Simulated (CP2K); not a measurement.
**GFN2-xTB run of C3H8SSi (SMILES CC1CS[SiH2]1)**

What is the vertical ionisation energy of C3H8SSi at GFN2-xTB? 

Program for the calculation: CP2K 2026.2.

### Step 1. The structure to begin with

C3H8SSi has 13 atoms, charge 0, and is taken as a singlet. As SMILES, `CC1CS[SiH2]1`. The shape is that of a GFN2-xTB optimisation.

Bond lengths: C1–C2 1.522 Å, C2–C3 1.536 Å, C3–S4 1.842 Å, C2–Si5 1.913 Å, S4–Si5 2.149 Å, C1–H6 1.088 Å, C1–H7 1.090 Å, C1–H8 1.088 Å, C2–H9 1.093 Å, C3–H10 1.088 Å, C3–H11 1.088 Å, Si5–H12 1.457 Å, Si5–H13 1.456 Å. Some angles: C1–C2–C3 113.0°, C1–C2–Si5 117.0°, C3–C2–Si5 96.1°, C2–C3–S4 102.7°, C3–S4–Si5 80.0°, C2–Si5–S4 81.0°, C1–C2–H9 108.4°, C3–C2–H9 109.6°, Si5–C2–H9 112.1°, C2–C1–H6 110.4°.

### Step 2. The energy at GFN2-xTB

Contents of molecule.xyz:

```xyz
13

C      0.874790     0.070560     1.266820
C     -0.301460    -0.204940     0.340970
C      0.047850    -1.167870    -0.804050
S     -0.492580    -0.233200    -2.296510
Si    -0.884720     1.234660    -0.776430
H      0.591320     0.786100     2.036220
H      1.204420    -0.846190     1.755370
H      1.715550     0.481870     0.711280
H     -1.118760    -0.622420     0.935220
H      1.116230    -1.358100    -0.886360
H     -0.480090    -2.118640    -0.769650
H      0.017610     2.377100    -0.837950
H     -2.290150     1.601070    -0.674910
```

Contents of run.inp:

```
&FORCE_EVAL
 METHOD Quickstep
 &DFT
  # Quickstep
  &QS
   METHOD XTB
   EPS_DEFAULT 1.0E-10
   &XTB
    GFN_TYPE TBLITE
    &TBLITE
     METHOD GFN2
    &END TBLITE
    CHECK_ATOMIC_CHARGES F
   &END XTB
  &END QS
  # cluster boundary conditions
  &POISSON
   PERIODIC NONE
   POISSON_SOLVER ANALYTIC
  &END POISSON
  # self-consistent field
  &SCF
   SCF_GUESS ATOMIC
   EPS_SCF 1.0E-07
   MAX_SCF 150
   ADDED_MOS 8
   &DIAGONALIZATION
    ALGORITHM STANDARD
   &END DIAGONALIZATION
   &MIXING
    METHOD DIRECT_P_MIXING
    ALPHA 0.4
   &END MIXING
   &SMEAR ON
    METHOD FERMI_DIRAC
    ELECTRONIC_TEMPERATURE [K] 300
   &END SMEAR
  &END SCF
  &PRINT
   &MOMENTS
    PERIODIC F
    REFERENCE COM
    MAX_MOMENT 1
   &END MOMENTS
   &MO ON
    ENERGIES T
    OCCUPATION_NUMBERS T
    NDIGITS 6
    &EACH
     QS_SCF 0
    &END EACH
    ADD_LAST NUMERIC
   &END MO
   &HIRSHFELD OFF
   &END HIRSHFELD
  &END PRINT
 &END DFT
 # structure
 &SUBSYS
  &CELL
   ABC 20 20.5 20.3
   PERIODIC NONE
  &END CELL
  &TOPOLOGY
   COORD_FILE_NAME molecule.xyz
   COORD_FILE_FORMAT XYZ
   &CENTER_COORDINATES
   &END CENTER_COORDINATES
  &END TOPOLOGY
 &END SUBSYS
&END FORCE_EVAL

&GLOBAL
 PROJECT_NAME run
 RUN_TYPE ENERGY
 PRINT_LEVEL MEDIUM
&END GLOBAL
```

Launch:

```bash
$ OMP_NUM_THREADS=1 cp2k.psmp run.inp > run.out
```

The log of the run:

```text
CP2K| version string:                                       CP2K version 2026.2
[...]
 GLOBAL| Method name                                                        CP2K
[...]
 GLOBAL| Run type                                                         ENERGY
[...]
                             - Atoms:                                         13
[...]
                             - Spherical basis functions:                     38
[...]
 Number of electrons:                                                         30
[...]
  *** SCF run converged in    23 steps ***
[...]
  Fermi energy:                                                -0.25584375086084
[...]
 TB_DIPOLE| Moment [Debye]         -0.27636784       1.63896406       1.99445850
 TB_DIPOLE| Derivative [a.u.]       0.00000000       0.00000000       0.00000000
[...]
 ENERGY| Total FORCE_EVAL ( QS ) energy [hartree]            -15.485144163673725
[...]
```

It took 0.3 s on 1 thread of Arm Neoverse V1, shared host.

### Step 3. The doublet cation

molecule.xyz is that of step 2.

Contents of gas.inp:

```
&GLOBAL
  PROJECT_NAME gas
  RUN_TYPE ENERGY
  PRINT_LEVEL MEDIUM
&END GLOBAL
&FORCE_EVAL
  METHOD QS
  &DFT
    CHARGE 1
    MULTIPLICITY 2
    UKS T
    &QS
      METHOD XTB
      EPS_DEFAULT 1.0E-10
      &XTB
        GFN_TYPE TBLITE
        &TBLITE
          METHOD GFN2
        &END TBLITE
        CHECK_ATOMIC_CHARGES F
      &END XTB
    &END QS
    &POISSON
      PERIODIC NONE
      POISSON_SOLVER ANALYTIC
    &END POISSON
    &SCF
      SCF_GUESS ATOMIC
      EPS_SCF 1.0E-07
      MAX_SCF 150
      ADDED_MOS 8
      &DIAGONALIZATION
        ALGORITHM STANDARD
      &END DIAGONALIZATION
      &MIXING
        METHOD DIRECT_P_MIXING
        ALPHA 0.4
      &END MIXING
      &SMEAR ON
        METHOD FERMI_DIRAC
        ELECTRONIC_TEMPERATURE [K] 300
      &END SMEAR
    &END SCF
    &PRINT
      &MOMENTS
        PERIODIC F
        REFERENCE COM
        MAX_MOMENT 1
      &END MOMENTS
      &MO ON
        ENERGIES T
        OCCUPATION_NUMBERS T
        NDIGITS 6
        &EACH
          QS_SCF 0
        &END EACH
        ADD_LAST NUMERIC
      &END MO
      &HIRSHFELD OFF
      &END HIRSHFELD
    &END PRINT
  &END DFT
  # structure
  &SUBSYS
    &CELL
      ABC 20 20.5 20.3
      PERIODIC NONE
    &END CELL
    &TOPOLOGY
      COORD_FILE_NAME molecule.xyz
      COORD_FILE_FORMAT XYZ
      &CENTER_COORDINATES
      &END CENTER_COORDINATES
    &END TOPOLOGY
  &END SUBSYS
&END FORCE_EVAL
```

Launch:

```bash
$ OMP_NUM_THREADS=1 cp2k.psmp -i gas.inp > gas.out 2>&1
```

The log of the run:

```text
CP2K| version string:                                       CP2K version 2026.2
[...]
 GLOBAL| Method name                                                        CP2K
[...]
 GLOBAL| Run type                                                         ENERGY
[...]
                             - Atoms:                                         13
[...]
                             - Spherical basis functions:                     38
[...]
 Number of electrons:                                                         15
[...]
  *** SCF run converged in    32 steps ***
[...]
  Fermi energy:                                                -0.57904095893724
[...]
 TB_DIPOLE| Moment [Debye]         -0.39761250       1.18362645       1.10986618
 TB_DIPOLE| Derivative [a.u.]       0.00000000       0.00000000       0.00000000
[...]
 ENERGY| Total FORCE_EVAL ( QS ) energy [hartree]            -15.010704131783761
[...]
```

Run time: 0.4 s. Hardware: 1 thread of Arm Neoverse V1, shared host.

### Step 4. Results

Level: GFN2-xTB.

```
                                                  quantity         value
                             singlet C3H8SSi: total energy  -15.48514 Eh
singlet C3H8SSi: dipole moment (from atomic charges alone)        2.60 D
                              singlet C3H8SSi: HOMO energy      -9.88 eV
                              singlet C3H8SSi: LUMO energy      -6.07 eV
                            singlet C3H8SSi: HOMO–LUMO gap       3.81 eV
                              doublet cation: total energy  -15.01070 Eh
        doublet cation: HOMO energy (highest over α and β)     -15.81 eV
         doublet cation: LUMO energy (lowest over α and β)     -15.71 eV
        vertical ionisation energy (to the doublet cation)     12.910 eV
```

What this shows: The vertical ionisation energy comes to 12.91 eV (298 kcal/mol). xTB total energies overstate such differences by several eV unless an empirical shift is taken off; none is applied here. The dipole (singlet C3H8SSi) comes from point charges on the atoms alone, without atomic dipoles, so it is partial.
